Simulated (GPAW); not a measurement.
The system is TaCrB4.

```
Ta Cr B
1.0
     3.06880    0.00000    0.00000
    -1.53440    2.65766    0.00000
     0.00000    0.00000    6.20777
Ta Cr B
1 1 4
Direct
  0.00000 0.00000 0.50000
  0.00000 0.00000 0.00000
  0.66667 0.33333 0.23345
  0.66667 0.33333 0.76655
  0.33333 0.66667 0.23345
  0.33333 0.66667 0.76655
```

The cell comes from a database or a generator and needn't be the stable form of this composition.

Program: GPAW 26.7.0. Alike in all runs: spin collinear, ferromagnetic start; cell as given; cutoff (eV) 800; smearing fermi-dirac 0.05 eV.

Q: Order these runs on this cell by their pressure, lowest first.
A. level LDA; potentials or basis the program's PAW data sets (release 1.2.1) made for this functional, pw; k mesh 7 × 7 × 3; band path GMKGALHA,LM,KH; band points 80
B. level PBEsol; potentials or basis PAW data sets generated in the run's folder for this functional, pw; k mesh 10 × 10 × 5
C. level r2SCAN; potentials or basis GPAW PAW data sets (gpaw-data 1.2.1), pw; k mesh 7 × 7 × 3; band path GMKGALHA,LM,KH; band points 80

A: A (-12.9 GPa), B (-4.2 GPa), C (1.8 GPa).

Caveats: a cell with one magnetic atom can't hold antiferromagnetic order, which such compounds often take; the PAW data sets were made with another functional, which shifts forces and pressure a little (some runs).

Not every run made on this cell is shown here.
